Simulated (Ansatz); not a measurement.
# CH₃BBrCl, SMILES ClBCBr: a geometry optimisation

With Ansatz 0.2.0 through its Python package.

Typed at the interpreter:
```pycon
>>> import itertools
>>> import ansatz as az
>>> from ase.data import atomic_numbers, covalent_radii
>>> import numpy as np
>>> geometry_ang = [
...     ("Cl", (-2.2675, -0.1032, 0.3902)),
...     ("B", (-0.6915, 0.5273, -0.2601)),
...     ("C", (0.6244, -0.1817, 0.1772)),
...     ("Br", (0.761, -1.9948, -0.4623)),
...     ("H", (-0.6418, 1.4835, -0.9633)),
...     ("H", (1.5252, 0.3815, -0.2298)),
...     ("H", (0.7514, -0.1806, 1.3024)),
... ]
>>> geometry = az.Crystal.molecule()
>>> for symbol, xyz in geometry_ang:
...     geometry = geometry.atom(symbol, xyz)
...
>>> calculation = geometry.calculation().basis(gaussian="def2-SVP").functional("r2SCAN", dispersion="d4")
>>> symbols = [site.symbol for site in geometry.cartesian_sites]
>>> start = np.array([site.position_ang for site in geometry.cartesian_sites], dtype=float)
>>> rep = calculation.relax(force_tolerance=0.02, max_steps=100).run(threads=1, backend="cpu").report
>>> end = np.array(rep["positions_ang"])
>>> print("reference energy %16.6f eV" % rep["reference_energy_ev"])
reference energy    -84316.330901 eV
>>> print("total energy     %16.6f eV" % rep["free_energy_ev"])
total energy        -84316.368411 eV
>>> print("occupied orbitals outside the frozen core (up, down):", rep["n_occupied"], " frozen:", rep["n_frozen"], " virtual:", rep["n_virtual"])
occupied orbitals outside the frozen core (up, down): [33, 33]  frozen: 0  virtual: [60, 60]
>>> # pairs closer than 1.2 times the sum of covalent radii, before or after
>>> radius = [covalent_radii[atomic_numbers[s]] for s in symbols]
>>> span = lambda where, i, j: np.linalg.norm(where[i] - where[j])
>>> bonded = [(i, j) for i, j in itertools.combinations(range(len(symbols)), 2) if min(span(start, i, j), span(end, i, j)) < 1.2 * (radius[i] + radius[j])]
>>> print("pair        before    after (A)")
pair        before    after (A)
>>> for i, j in bonded:
...     print(f"{symbols[i]}{i}-{symbols[j]}{j}".ljust(10), f"{span(start, i, j):8.4f} {span(end, i, j):8.4f}")
...
Cl0-B1       1.8177   1.7567
B1-C2        1.5574   1.5633
B1-H4        1.1880   1.2024
C2-Br3       1.9274   1.9830
C2-H5        1.1377   1.0974
C2-H6        1.1323   1.0966
>>> for first, second in list(itertools.combinations(bonded, 2)):
...     shared = set(first) & set(second)
...     if shared and symbols[(j := shared.pop())] != "H":
...         i, k = sorted((set(first) | set(second)) - {j})
...         u, v = end[i] - end[j], end[k] - end[j]
...         angle = np.degrees(np.arccos(np.clip(u @ v / np.linalg.norm(u) / np.linalg.norm(v), -1, 1)))
...         print(f"final angle {symbols[i]}{i}-{symbols[j]}{j}-{symbols[k]}{k}: {angle:.2f} deg")
...
final angle Cl0-B1-C2: 120.03 deg
final angle Cl0-B1-H4: 118.25 deg
final angle C2-B1-H4: 121.72 deg
final angle B1-C2-Br3: 94.30 deg
final angle B1-C2-H5: 117.08 deg
final angle B1-C2-H6: 117.74 deg
final angle Br3-C2-H5: 106.12 deg
final angle Br3-C2-H6: 106.83 deg
final angle H5-C2-H6: 111.88 deg
>>> charges = rep["charge_distribution"]
>>> print("dipole moment", round(4.803205 * float(np.linalg.norm(charges["dipole_moment_e_ang"])), 3), "D")
dipole moment 1.655 D
>>> print("Mulliken:", [(s, round(q, 3)) for s, q in zip(symbols, charges["mulliken_charges_e"])])
Mulliken: [('Cl', -0.089), ('B', 0.127), ('C', -0.121), ('Br', -0.127), ('H', -0.002), ('H', 0.109), ('H', 0.104)]
>>> with open("ch3bbrcl_opt.xyz", "w") as handle:
...     handle.write(f"{len(symbols)}\nrelaxed CH3BBrCl\n")
...     handle.writelines(f"{s:2s} {x:11.6f} {y:11.6f} {z:11.6f}\n" for s, (x, y, z) in zip(symbols, end))
...
19
```

`ch3bbrcl_opt.xyz`, as written:
```text
7
relaxed CH3BBrCl
Cl   -2.171751    0.186180    0.619615
B    -0.677290    0.444668   -0.266749
C     0.676782   -0.078822    0.313185
Br    0.690400   -1.720051   -0.799718
H    -0.732194    1.026620   -1.317533
H     1.583542    0.478294    0.045462
H     0.691712   -0.404889    1.360038
```

The settings weren't tested for convergence. The end point is the stationary point reached from this start; no frequency run checks that it is a minimum, and the basis set is modest. Total less reference energy is the dispersion correction. Run time: 70 s on 1 thread of Arm Neoverse V1, on a shared host, peak memory 0.23 GiB.
